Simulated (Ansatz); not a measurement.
Runs of Ansatz 0.2.0 on BiTe. It takes space group Fm-3m (No. 225, cubic). Conventional cell: a = 6.470 Å, b = 6.470 Å, c = 6.470 Å, α = 90.00°, β = 90.00°, γ = 90.00°. Around Bi (site symmetry m-3m) lie 6 Te at 3.23 Å. Te (site symmetry m-3m) has 6 Bi at 3.23 Å as nearest neighbours. 

| task | level | spin | cell | cutoff (eV) | points for each segment of the path | gap on the mesh (eV) | pressure (GPa) | relaxed volume (Å³/atom) |
| --- | --- | --- | --- | --- | --- | --- | --- | --- |
| relaxation of cell and atoms | PBE | off | relaxed | 420 | - | none | 0.0 | (a) |
| band structure | PBEsol | SOC, no magnetisation | as given | 420 | 14 | none | -0.3 | - |
| relaxation of cell and atoms | r2SCAN | off | relaxed | 500 | - | none | 0.0 | 33.93 |
| relaxation of cell and atoms | PBEsol | off | relaxed | 420 | - | none | 0.0 | (b) |
| relaxation of cell and atoms | revPBE | off | relaxed | 420 | - | none | 0.0 | 35.21 |

Alike in all rows: potentials or basis Ansatz PAW; k mesh 7 × 7 × 7; smearing fermi-dirac 0.05 eV.

Q: Estimate the missing entries.

A: (a) 34.51; (b) 32.84.

Caveats: the plane-wave basis is chosen anew once the cell has moved, so the energies of steps on either side of that aren't comparable (some runs); spin-orbit coupling is left out, which moves the levels of the heavy elements (some runs); the PAW data sets come from PBE, with cores solved anew for the run's functional, which leaves a small shift of forces and pressure (some runs).

A k mesh can miss the band edges, and rows without SOC leave out spin-orbit coupling on Bi, Te.

A gap of «none» marks a metal or a gap under the smearing width.
